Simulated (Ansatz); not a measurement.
**GaBH3ClO (SMILES O[B](Cl)[GaH2]) at RPA@PBE0/6-31G(d) (spherical functions)**

What is the vertical ionisation energy of GaBH3ClO at RPA@PBE0/6-31G* (spherical functions)? 

Program for the calculation: Ansatz 0.2.0.

127 further runs of the same task are left out: 127 set aside as unsound or not needed.

## 1. Starting point

The species is GaBH3ClO (7 atoms), meant as a singlet with charge 0. As SMILES, `O[B](Cl)[GaH2]`. The shape is that of a PBE0-D4/def2-TZVP optimisation. This is one conformer, not always the lowest.

Bond lengths: O1–B2 1.344 Å, B2–Cl3 1.789 Å, B2–Ga4 2.095 Å, O1–H5 0.965 Å, Ga4–H6 1.572 Å, Ga4–H7 1.572 Å. Angles: O1–B2–Cl3 118.4°, O1–B2–Ga4 123.4°, Cl3–B2–Ga4 118.3°, B2–O1–H5 114.1°, B2–Ga4–H6 121.3°, B2–Ga4–H7 121.3°, H6–Ga4–H7 117.4°.

## 2. A single-point energy at RPA@PBE0/6-31G(d) (spherical functions)

The input, run.yaml:

```yaml
crystal:
  periodic: [false, false, false]
  atoms:
    - {symbol: O, position_ang: [-0.845500, -1.229100, 0.927100]}
    - {symbol: B, position_ang: [-0.031900, -0.664900, 0.017900]}
    - {symbol: Cl, position_ang: [0.899000, -1.736200, -1.070500]}
    - {symbol: Ga, position_ang: [0.202400, 1.406200, -0.190800]}
    - {symbol: H, position_ang: [-0.850900, -2.194300, 0.905900]}
    - {symbol: H, position_ang: [-0.691300, 2.232500, -1.186100]}
    - {symbol: H, position_ang: [1.318000, 2.185900, 0.596500]}
basis:
  gaussian:
    orbitals: 6-31G_st_-spherical.json
correlation:
  method: rpa
  frozen_orbitals: {B: 1, Cl: 5, Ga: 9, H: 0, O: 1}
hamiltonian:
  xc: {name: PBE0}
accuracy: high
```

The basis set 6-31G* is read from a file made from the Basis Set Exchange's data (not shown).

On the command line:

```
ansatz run run.yaml --threads 1 --pin off --max-ram 3480MiB --events-out events.jsonl --progress --plain --runs-dir runs
```

Standard output:

```text
Warning: RAYON_NUM_THREADS=1 ignored (pool sized by the plan → 1); use --threads N
Functional definition: PBE0
  name "PBE0"
  parameter a = 0.25
  parameter kappa = 0.804
  parameter beta = 0.06672455060314922
  exchange = (1 - a)*pbe_x(kappa = kappa, mu = beta*pi^2/3) + a*exact_x
  correlation = pbe_c(beta = beta)
1791 factors; integrals over basis functions are off by at most 1.5e-8 eV
mean field evaluation 1: about -67648.9601 eV, gradient 4.3e1 eV
mean field evaluation 2: about -67649.0830 eV, gradient 4.3e1 eV
mean field evaluation 4: about -67652.0397 eV, gradient 6.6e0 eV
mean field evaluation 8: about -67652.1444 eV, gradient 6.8e-1 eV
mean field evaluation 16: about -67652.1450 eV, gradient 8.4e-5 eV
mean field -67652.14504968 eV, -2486.1704743048 hartree, gradient 9.1e-8 eV, S^2 0.000000; 0 other end points of the search recorded, 0 dependent functions left out
16 core orbitals not correlated: weight in the atoms' cores, before any rotation towards them, 1.000 or more for the frozen orbitals, at most 0.000 for the correlated occupied ones
reference -67586.97753247 eV, -2483.7756122195 hartree; 16, 16 occupied and 52, 52 virtual orbitals, 1791 factors
Total energy: -67609.83119022 eV, -2484.6154686512 hartree
```

Wall time 17 s (1 thread of Arm Neoverse V1, shared host); peak memory 0.3 GiB.

## 3. The doublet cation at the same level

The input, in.yaml:

```yaml
basis:
  gaussian: {orbitals: 6-31G_st_-spherical.json}
crystal:
  periodic: [false, false, false]
  atoms:
    - {symbol: O, position_ang: [-0.845500, -1.229100, 0.927100]}
    - {symbol: B, position_ang: [-0.031900, -0.664900, 0.017900]}
    - {symbol: Cl, position_ang: [0.899000, -1.736200, -1.070500]}
    - {symbol: Ga, position_ang: [0.202400, 1.406200, -0.190800]}
    - {symbol: H, position_ang: [-0.850900, -2.194300, 0.905900]}
    - {symbol: H, position_ang: [-0.691300, 2.232500, -1.186100]}
    - {symbol: H, position_ang: [1.318000, 2.185900, 0.596500]}
correlation: {method: rpa, frozen_orbitals: {B: 1, Cl: 5, Ga: 9, H: 0, O: 1}}
magnetization: {spin_polarized: true, initial_magnetization: 1}
accuracy: high
hamiltonian: {xc: {name: PBE0}}
total_charge: 1
```

The basis set 6-31G* is read from a file made from the Basis Set Exchange's data (not shown).

On the command line:

```
ansatz run in.yaml --threads 1 --pin off --max-ram 3480MiB --events-out events.jsonl --progress --plain --runs-dir runs
```

Standard output (excerpt; [...] marks lines left out):

```text
Warning: RAYON_NUM_THREADS=1 ignored (pool sized by the plan → 1); use --threads N
[... 2 set-up lines as earlier in the session ...]
[...]
1791 factors; integrals over basis functions are off by at most 1.5e-8 eV
[...]
mean field -67642.39639384 eV, -2485.8122178106 hartree, gradient 2.6e-8 eV, S^2 0.755307; 4 other end points of the search recorded, 0 dependent functions left out
16 core orbitals not correlated: weight in the atoms' cores, before any rotation towards them, 1.000 or more for the frozen orbitals, at most 0.000 for the correlated occupied ones
reference -67577.44139361 eV, -2483.4251655803 hartree; 16, 15 occupied and 52, 53 virtual orbitals, 1791 factors
Total energy: -67600.26213042 eV, -2484.2638121894 hartree
```

Run time: 44 s. Hardware: 1 thread of Arm Neoverse V1, shared host; peak memory 0.63 GiB.

## 4. Summary of results

At RPA@PBE0/6-31G* (spherical functions), 16 core orbitals frozen:

```
                                          quantity           value
                    singlet GaBH3ClO: total energy  -2484.61547 Eh
singlet GaBH3ClO: RPA correlation energy (valence)      -839.9 mEh
                      doublet cation: total energy  -2484.26381 Eh
  doublet cation: RPA correlation energy (valence)      -838.6 mEh
 doublet cation: ⟨S²⟩ of the reference determinant           0.755
vertical ionisation energy (to the doublet cation)        9.569 eV
```

**Reading.** The vertical ionisation energy comes to 9.57 eV (221 kcal/mol).
